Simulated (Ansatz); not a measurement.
# C3H5BS: the cost of one run

Program: Ansatz 0.2.0. Level of theory: RKS LDA/6-31G*. These are calculated values, not measurements.

## (1) The starting structure

Bond lengths: B1–C2 1.493 Å, C2–C3 1.438 Å, C3–C4 1.512 Å, C2–S5 1.699 Å, C3–S5 1.699 Å, B1–H6 1.201 Å, B1–H7 1.219 Å, C4–H8 1.075 Å, C4–H9 1.155 Å, C4–H10 1.170 Å. Angles (14 of 16 angles, heavy atoms first): B1–C2–C3 147.0°, B1–C2–S5 148.0°, C3–C2–S5 65.0°, C2–C3–C4 151.6°, C2–C3–S5 65.0°, C4–C3–S5 143.2°, C2–S5–C3 50.1°, C2–B1–H6 124.0°, C2–B1–H7 120.7°, C3–C4–H8 112.9°, C3–C4–H9 109.7°, C3–C4–H10 105.6°, H6–B1–H7 115.2°, H8–C4–H9 112.8°.

As a file:

```xyz
10

B    -1.5038    1.2912   -0.9232
C    -0.1954    0.5756   -0.8614
C     0.6594   -0.3134   -0.1211
C     0.9891   -1.1193    1.1149
S     1.2860    0.2126   -1.6107
H    -2.3293    1.2569   -0.0520
H    -1.7780    2.0065   -1.8715
H     1.9472   -1.6030    1.0553
H     0.8812   -0.4553    2.0533
H     0.1267   -1.9030    1.2194
```

## (2) End point A

input.yaml reads:

```yaml
crystal:
  periodic: [false, false, false]
  atoms:
    - { symbol: B, position_ang: [-1.5038, 1.2912, -0.9232] }
    - { symbol: C, position_ang: [-0.1954, 0.5756, -0.8614] }
    - { symbol: C, position_ang: [0.6594, -0.3134, -0.1211] }
    - { symbol: C, position_ang: [0.9891, -1.1193, 1.1149] }
    - { symbol: S, position_ang: [1.286, 0.2126, -1.6107] }
    - { symbol: H, position_ang: [-2.3293, 1.2569, -0.052] }
    - { symbol: H, position_ang: [-1.778, 2.0065, -1.8715] }
    - { symbol: H, position_ang: [1.9472, -1.603, 1.0553] }
    - { symbol: H, position_ang: [0.8812, -0.4553, 2.0533] }
    - { symbol: H, position_ang: [0.1267, -1.903, 1.2194] }
basis:
  gaussian: { orbitals: "6-31G*" }
hamiltonian:
  xc: lda
relax:
  f_tol: 0.015
  max_steps: 40
output:
  orbitals: {}
```

The run is started by

```console
$ ansatz run input.yaml --threads 1 --pin off --max-ram 2048MiB --backend cpu --events-out ev --progress --plain --runs-dir out
```

Q: Estimate wall time and peak memory on 1 thread of Intel Xeon at 2.70GHz, shared host.

About 25 s, with a peak of 0.13 GiB.
